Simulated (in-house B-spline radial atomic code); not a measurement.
**Sn²⁰⁺: ionisation energy by several methods**

Aim: the ionisation energy of Sn²⁰⁺ by several methods, each as the difference of two self-consistent energies (Sn²⁰⁺ and the next ion, [Ar] 3d10 4s1).

Method: scalar-relativistic (X2C), several functionals, spin-polarised; spherical all-electron atom at the radial basis limit. Code: in-house B-spline radial atomic code version 1.

### Step 1. The atom as given

| Quantity | Value |
| --- | --- |
| element | tin (Z = 50) |
| charge | +20 |
| electrons | 30 |
| configuration | [Ar] 3d10 4s2 |
| nucleus | Fermi, rms radius 4.652 fm |

Outer shells as boxes (Hund's rule):

[Ar] 3d10 4s2
```
[Ar] core
3d [↑↓][↑↓][↑↓][↑↓][↑↓]
4s [↑↓]
```

Where spins are not typed, each open shell is filled with up spins first.

### Step 2. OLYP, a GGA

Input settings:

```ini
Z = 50
electrons = 30.0
configuration = [Ar] 3d10 4s2
hamiltonian = x2c
method = optx,lyp
spin_polarised = True
nucleus = fermi
rms_radius = 4.6519
mass_number = 120
atomic_mass = 119.902202557
speed_of_light = 137.035999084
```

Main fields of the result record, rounded:

```text
status: converged
scf [iteration, energy, orbital gradient]:
  - [1, -5944.69605778, 3.7]
  - [2, -6000.63806524, 1.38]
  - [3, -6008.66615657, 0.442]
  - [4, -6009.59788636, 0.148]
  - [5, -6009.68724699, 0.0555]
  - [6, -6009.70315848, 0.000927]
  - [7, -6009.70316212, 2.08e-05]
  - [8, -6009.70316212, 5.4e-07]
  - [9, -6009.70316212, 4.77e-08]
energy [hartree]: {"total": -6009.70316212, "kinetic": 6337.02589353, "nuclear": -13934.4451719, "coulomb": 1736.8343133, "xc": -149.11819701}
orbitals [hartree, bohr; up spins, the down spins are equal]:
  - ["name", "occ", "eps", "<r>", "<r^2>", "<1/r>", "r_max"]
  - ["1s up", 1.0, -1085.4449, 0.028478, 0.0011081, 55.49, 0.018086]
  - ["2s up", 1.0, -181.6837, 0.12484, 0.018436, 12.601, 0.10594]
  - ["2p up", 3.0, -165.43185, 0.10913, 0.014549, 11.717, 0.08457]
  - ["3s up", 1.0, -50.879855, 0.33473, 0.12801, 4.4678, 0.30573]
  - ["3p up", 3.0, -45.537908, 0.3317, 0.12746, 4.1858, 0.29841]
  - ["3d up", 5.0, -37.38217, 0.30617, 0.11053, 3.9492, 0.24719]
  - ["4s up", 1.0, -21.933922, 0.71466, 0.5733, 2.0174, 0.69071]
sum_r [bohr^k]: {"-1": 284.0616, "1": 8.112162, "2": 3.399025}
radius_at_0.001 [bohr]: 1.531
radius_enclosing [bohr]: {"0.5": 0.2376, "0.9": 0.5111, "0.99": 0.9401}
slater [hartree]:
  F0(3d up,3d up): 2.9626
  F2(3d up,3d up): 1.4901
  F4(3d up,3d up): 0.95392
  F0(3d up,3d down): 2.9626
  F2(3d up,3d down): 1.4901
  F4(3d up,3d down): 0.95392
  F0(3d up,4s up): 1.5789
  G2(3d up,4s up): 0.14677
  F0(3d up,4s down): 1.5789
  F0(3d down,3d down): 2.9626
  F2(3d down,3d down): 1.4901
  F4(3d down,3d down): 0.95392
  F0(3d down,4s up): 1.5789
  F0(3d down,4s down): 1.5789
  G2(3d down,4s down): 0.14677
  F0(4s up,4s up): 1.2536
  F0(4s up,4s down): 1.2536
  F0(4s down,4s down): 1.2536
ionisation_energy [hartree]: 22.4672482
```

It took 0.24 s on 1 thread, shared host.

The run also solves the next ion with the same method; the record keeps the difference, ionisation_energy. radius_at_0.001 is where the density falls to 0.001 electrons per bohr³.

Radial density 4πr²n(r) and radial functions P(r) = rR(r):

| r (bohr) | 4πr²n | 3d down | 4s down |
| --- | --- | --- | --- |
| 0.00213 | 7.383 | 0.0001 | 0.1448 |
| 0.00309 | 12.71 | 0.0001 | 0.1893 |
| 0.00449 | 21.09 | 0.0004 | 0.2420 |
| 0.00651 | 32.91 | 0.0012 | 0.2980 |
| 0.00944 | 47.21 | 0.0032 | 0.3464 |
| 0.0137 | 60.06 | 0.0088 | 0.3646 |
| 0.0199 | 65.01 | 0.0236 | 0.3164 |
| 0.0288 | 59.59 | 0.0607 | 0.1616 |
| 0.0418 | 54.89 | 0.1485 | -0.1171 |
| 0.0606 | 67.11 | 0.3354 | -0.4378 |
| 0.0880 | 81.84 | 0.6805 | -0.5682 |
| 0.128 | 67.36 | 1.1881 | -0.2200 |
| 0.185 | 54.95 | 1.6816 | 0.5055 |
| 0.269 | 65.02 | 1.8297 | 0.8402 |
| 0.389 | 41.43 | 1.4036 | 0.0340 |
| 0.565 | 11.62 | 0.6664 | -1.1957 |
| 0.820 | 3.667 | 0.1623 | -1.2724 |
| 1.19 | 0.4311 | 0.0149 | -0.4627 |
| 1.72 | 0.005435 | 0.0004 | -0.0521 |
| 2.50 | 2.171e-06 | 0.0000 | -0.0010 |

On the record's full grid the radial density has clear maxima near r = 0.020, 0.088, 0.27 bohr.

### Step 3. exchange-only LDA

Settings: those of step 2 with these lines changed.

```diff
@@ -4,3 +4,3 @@
 hamiltonian = x2c
-method = optx,lyp
+method = lda,
 spin_polarised = True
```

From the record:

```text
status: converged
iterations: 8
energy [hartree]: {"total": -5998.46536227, "kinetic": 6325.97947562, "nuclear": -13921.3176112, "coulomb": 1734.58003092, "xc": -137.707257592}
orbitals [hartree, bohr; up spins, the down spins are equal]:
  - ["name", "occ", "eps", "<r>"]
  - ["1s up", 1.0, -1084.0657, 0.028503]
  - ["2s up", 1.0, -181.23406, 0.12498]
  - ["2p up", 3.0, -165.08852, 0.10919]
  - ["3s up", 1.0, -50.616558, 0.33549]
  - ["3p up", 3.0, -45.311599, 0.33238]
  - ["3d up", 5.0, -37.173375, 0.30683]
  - ["4s up", 1.0, -21.910331, 0.71434]
sum_r [bohr^k]: {"-1": 283.7856, "1": 8.124351, "2": 3.408}
ionisation_energy [hartree]: 22.4262496
```

It took 0.19 s on 1 thread, shared host.

### Step 4. LC-ωPBE, a range-separated hybrid

Settings: those of step 3 with these lines changed.

```diff
@@ -4,3 +4,3 @@
 hamiltonian = x2c
-method = lda,
+method = lc_wpbe
 spin_polarised = True
```

From the record:

```text
status: converged
iterations: 9
energy [hartree]: {"total": -6007.5969026, "kinetic": 6335.15236488, "nuclear": -13931.1801581, "coulomb": 1735.35919534, "exact_exchange": -6.72318967371, "xc": -140.20511501}
orbitals [hartree, bohr; up spins, the down spins are equal]:
  - ["name", "occ", "eps", "<r>"]
  - ["1s up", 1.0, -1085.7716, 0.028471]
  - ["2s up", 1.0, -181.73997, 0.12483]
  - ["2p up", 3.0, -165.45618, 0.10913]
  - ["3s up", 1.0, -51.019282, 0.33494]
  - ["3p up", 3.0, -45.667822, 0.33207]
  - ["3d up", 5.0, -37.490625, 0.30679]
  - ["4s up", 1.0, -22.189768, 0.71408]
sum_r [bohr^k]: {"-1": 284.0006, "1": 8.11978, "2": 3.403619}
ionisation_energy [hartree]: 22.510096
```

Wall time 0.57 s (1 thread, shared host).

### Step 5. PBEsol, a GGA

Settings: those of step 4 with these lines changed.

```diff
@@ -4,3 +4,3 @@
 hamiltonian = x2c
-method = lc_wpbe
+method = pbesol
 spin_polarised = True
```

From the record:

```text
status: converged
iterations: 8
energy [hartree]: {"total": -6004.80177648, "kinetic": 6331.50352862, "nuclear": -13927.4288202, "coulomb": 1735.22774858, "xc": -144.104233463}
orbitals [hartree, bohr; up spins, the down spins are equal]:
  - ["name", "occ", "eps", "<r>"]
  - ["1s up", 1.0, -1084.9383, 0.028485]
  - ["2s up", 1.0, -181.43711, 0.1249]
  - ["2p up", 3.0, -165.21226, 0.10916]
  - ["3s up", 1.0, -50.756495, 0.33515]
  - ["3p up", 3.0, -45.425859, 0.33214]
  - ["3d up", 5.0, -37.269375, 0.30672]
  - ["4s up", 1.0, -21.957615, 0.71412]
sum_r [bohr^k]: {"-1": 283.9178, "1": 8.120299, "2": 3.404123}
ionisation_energy [hartree]: 22.4822125
```

Run time: 0.21 s. Hardware: 1 thread, shared host.

### Step 6. LDA (VWN5)

Settings: those of step 5 with these lines changed.

```diff
@@ -4,3 +4,3 @@
 hamiltonian = x2c
-method = pbesol
+method = lda,vwn
 spin_polarised = True
```

From the record:

```text
status: converged
iterations: 8
energy [hartree]: {"total": -6001.85256765, "kinetic": 6326.86329142, "nuclear": -13922.5203612, "coulomb": 1734.91942318, "xc": -141.114921054}
orbitals [hartree, bohr; up spins, the down spins are equal]:
  - ["name", "occ", "eps", "<r>"]
  - ["1s up", 1.0, -1084.21, 0.028503]
  - ["2s up", 1.0, -181.35476, 0.12497]
  - ["2p up", 3.0, -165.2109, 0.10918]
  - ["3s up", 1.0, -50.722481, 0.33543]
  - ["3p up", 3.0, -45.417557, 0.3323]
  - ["3d up", 5.0, -37.280085, 0.30674]
  - ["4s up", 1.0, -21.989276, 0.7138]
sum_r [bohr^k]: {"-1": 283.8099, "1": 8.12176, "2": 3.405042}
ionisation_energy [hartree]: 22.5158073
```

Wall time 0.19 s (1 thread, shared host).

### Step 7. ωB97X, a range-separated hybrid

Settings: those of step 6 with these lines changed.

```diff
@@ -4,3 +4,3 @@
 hamiltonian = x2c
-method = lda,vwn
+method = wb97x
 spin_polarised = True
```

From the record:

```text
status: converged
iterations: 13
energy [hartree]: {"total": -6008.38616636, "kinetic": 6335.97860162, "nuclear": -13932.4327351, "coulomb": 1735.81418777, "exact_exchange": -27.2323768243, "xc": -120.513843858}
orbitals [hartree, bohr; up spins, the down spins are equal]:
  - ["name", "occ", "eps", "<r>"]
  - ["1s up", 1.0, -1087.9866, 0.02847]
  - ["2s up", 1.0, -182.56459, 0.1248]
  - ["2p up", 3.0, -166.147, 0.10914]
  - ["3s up", 1.0, -51.337352, 0.33463]
  - ["3p up", 3.0, -45.916964, 0.33191]
  - ["3d up", 5.0, -37.657058, 0.30667]
  - ["4s up", 1.0, -22.181121, 0.7132]
sum_r [bohr^k]: {"-1": 284.0253, "1": 8.115199, "2": 3.397196}
ionisation_energy [hartree]: 22.3912396
```

Run time: 0.92 s. Hardware: 1 thread, shared host.

### Step 8. revTPSS, a meta-GGA

Settings: those of step 7 with these lines changed.

```diff
@@ -4,3 +4,3 @@
 hamiltonian = x2c
-method = wb97x
+method = revtpss,revtpss
 spin_polarised = True
```

From the record:

```text
status: converged
iterations: 7
energy [hartree]: {"total": -6006.88574193, "kinetic": 6334.09484481, "nuclear": -13929.8756852, "coulomb": 1735.10002986, "xc": -146.204931342}
orbitals [hartree, bohr; up spins, the down spins are equal]:
  - ["name", "occ", "eps", "<r>"]
  - ["1s up", 1.0, -1086.6661, 0.02846]
  - ["2s up", 1.0, -181.68997, 0.12479]
  - ["2p up", 3.0, -165.27408, 0.10916]
  - ["3s up", 1.0, -50.898808, 0.33481]
  - ["3p up", 3.0, -45.493723, 0.33208]
  - ["3d up", 5.0, -37.275751, 0.30682]
  - ["4s up", 1.0, -21.936742, 0.71488]
sum_r [bohr^k]: {"-1": 283.9724, "1": 8.121554, "2": 3.405742}
ionisation_energy [hartree]: 22.4423574
```

It took 0.34 s on 1 thread, shared host.

Meta-GGA runs start from a PBE run whose iterations are not counted.

### Step 9. Results

| method | rung | total energy (hartree) | ΔSCF (eV) | −ε highest (eV) | ΔSCF less tabulated (eV) |
| --- | --- | --- | --- | --- | --- |
| exchange-only LDA | LDA | -5998.4654 | 610.25 | 596.21 (4s up) | +2.25 |
| LDA (VWN5) | LDA | -6001.8526 | 612.69 | 598.36 (4s up) | +4.69 |
| OLYP | GGA | -6009.7032 | 611.36 | 596.85 (4s up) | +3.36 |
| PBEsol | GGA | -6004.8018 | 611.77 | 597.50 (4s up) | +3.77 |
| revTPSS | meta-GGA | -6006.8857 | 610.69 | 596.93 (4s up) | +2.69 |
| LC-ωPBE | range-separated hybrid | -6007.5969 | 612.53 | 603.81 (4s up) | +4.53 |
| ωB97X | range-separated hybrid | -6008.3862 | 609.30 | 603.58 (4s up) | +1.30 |

The tabulated ionisation energy is 608 ± 4 eV (tabulated theoretical; NIST Atomic Spectra Database). ωB97X comes nearest (+1.30 eV) and LDA (VWN5) is farthest (+4.69 eV, 0.77 %). Mean absolute error by rung (exchange-only levels left out): LDA 4.69 eV, GGA 3.57 eV, meta-GGA 2.69 eV, range-separated hybrid 2.91 eV. The table's own uncertainty exceeds the spread between the methods, so their order is not settled. Relativistic terms that these runs lack can be as large as the gaps between close methods, so the nearest may be so by luck. Spin-orbit coupling is left out.

Cost against accuracy (CPU time on one thread of a shared host; * marks runs that also wrote radial tables):

| method | CPU time | miss (eV) |
| --- | --- | --- |
| exchange-only LDA | 0.19 s | +2.25 |
| LDA (VWN5) | 0.19 s | +4.69 |
| PBEsol | 0.21 s | +3.77 |
| OLYP* | 0.24 s | +3.36 |
| revTPSS | 0.34 s | +2.69 |
| LC-ωPBE | 0.57 s | +4.53 |
| ωB97X | 0.92 s | +1.30 |
